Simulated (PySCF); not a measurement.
# CH8AsGaS: the cost of one run

Programs: PySCF 2.14.0, with density-fitted response routines of our own. Each step states its level of theory. These are calculated values for one molecule in the gas phase, unless marked as measured. Atoms count from 0, in the outputs and in this text.

### Step 1. Starting geometry

12 atoms, charge 0, multiplicity 1; geometry from: GFN2-xTB. The atoms were then displaced at random by about 0.01 Å, so the start is not that level's minimum.

Bonds of the start (Å): C0–S1 1.82, S1–Ga2 2.20, Ga2–As3 2.90, C0–H4 1.11, C0–H5 1.08, C0–H6 1.11, Ga2–H7 1.58, Ga2–H8 1.62, As3–H9 1.50, As3–H10 1.47, As3–H11 1.46.

### Step 2. Geometry optimisation at PBE0-D3(BJ)/def2-SVP

What the job is given:

```
{"job": {"xc": "PBE0", "basis": "def2-SVP", "d3": "d3bj", "grid": 1, "shake": 0.01, "kind": "geom"}, "charge": 0, "multiplicity": 1}
C     -1.999520     0.338540     0.364090
S     -1.921550    -1.388200    -0.213790
Ga     0.179250    -1.655800     0.392920
As     1.591640     0.642540    -0.673900
H     -3.062780     0.552300     0.588260
H     -1.401900     0.521050     1.244380
H     -1.687360     1.022090    -0.446570
H      1.182800    -2.723850    -0.195380
H      0.618440    -0.949730     1.778130
H      1.501930     1.740370     0.346530
H      2.102410     1.584470    -1.683690
H      2.936320     0.287970    -0.215850
```

Launch:

```bash
$ OMP_NUM_THREADS=1 python probes_run.py task.json out
```

The driver reads the jobs from task.json and runs them one after another.

**Question.** How long does this first job take on 1 thread of Arm Neoverse V2, shared host, and how much memory does it need?

About 1.9 min, with a peak of 0.55 GiB.
